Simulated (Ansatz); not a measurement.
# CH6CuN: small, medium and large basis sets

Aim: see how fast density functionals converge with the basis set for CH6CuN.

Program: Ansatz 0.2.0, Gaussian basis. Level of theory: one geometry, several basis sets. These are calculated values, not measurements.

Plan: PBE0-D4/def2-SVP; ωB97M-V/def2-SVP; PBE0-D4/def2-QZVPP; ωB97M-V/def2-QZVPP; the functionals' def2-TZVPP values are taken from earlier runs.

### 1 The geometry

All runs share one geometry, relaxed beforehand with PBE0-D4/def2-TZVP.

SMILES `[CH3][Cu-][NH3+]`, 9 atoms, charge 0, spin multiplicity 1.

Atoms are counted from 1 here; the program's logs count them from 0.

Bond lengths: C1–Cu2 1.902 Å, C1–H4 1.096 Å, C1–H5 1.096 Å, C1–H6 1.096 Å, Cu2–N3 1.976 Å, N3–H7 1.015 Å, N3–H8 1.015 Å, N3–H9 1.015 Å. Angles: Cu2–C1–H4 111.3°, Cu2–C1–H5 111.3°, Cu2–C1–H6 111.3°, H4–C1–H5 107.6°, H4–C1–H6 107.6°, H5–C1–H6 107.6°, C1–Cu2–N3 180.0°, Cu2–N3–H7 111.2°, Cu2–N3–H8 111.2°, Cu2–N3–H9 111.2°, H7–N3–H8 107.7°, H7–N3–H9 107.7°, H8–N3–H9 107.7°.

### 2 PBE0-D4 in def2-SVP

Contents of in.yaml:

```yaml
crystal:
  periodic: [false, false, false]
  atoms:
    - {symbol: C, position_ang: [-0.894024, 1.333608, -1.048179]}
    - {symbol: Cu, position_ang: [-0.001400, 0.010711, -0.014272]}
    - {symbol: N, position_ang: [0.927124, -1.364042, 1.060132]}
    - {symbol: H, position_ang: [-1.741293, 0.906557, -1.596087]}
    - {symbol: H, position_ang: [-0.219589, 1.786605, -1.783286]}
    - {symbol: H, position_ang: [-1.282072, 2.139283, -0.415132]}
    - {symbol: H, position_ang: [1.889867, -1.476937, 0.759318]}
    - {symbol: H, position_ang: [0.470632, -2.266649, 0.976326]}
    - {symbol: H, position_ang: [0.939255, -1.115438, 2.044080]}
basis:
  gaussian: {orbitals: def2-SVP}
hamiltonian: {xc: pbe0, dispersion: d4}
output: {orbitals: {seedname: orbitals}}
```

Command:

```sh
$ ansatz run in.yaml --threads 4 --pin off --events-out ev --progress --plain --max-ram 10444MiB
```

Further steps of the session: ωB97M-V in def2-SVP; PBE0-D4 in def2-QZVPP; ωB97M-V in def2-QZVPP.

Before running them: what should the planned runs give, taken together? Wanted: PBE0-D4: double and triple zeta above quadruple; ωB97M-V: double and triple zeta above quadruple.

As calculated:

| quantity | value |
| --- | --- |
| PBE0-D4: double and triple zeta above quadruple | 11.08, 1.29 eV |
| ωB97M-V: double and triple zeta above quadruple | 11.20, 1.26 eV |

In words: For PBE0-D4 the step from double to triple zeta gains 9.79 eV and the next only 1.29 eV. Total energies overstate the basis error of differences, where much of it tends to cancel. The LUMO of ωB97M-V is positive and keeps falling with the basis (1.19 to 0.21 eV): an unbound level that the basis holds in place.
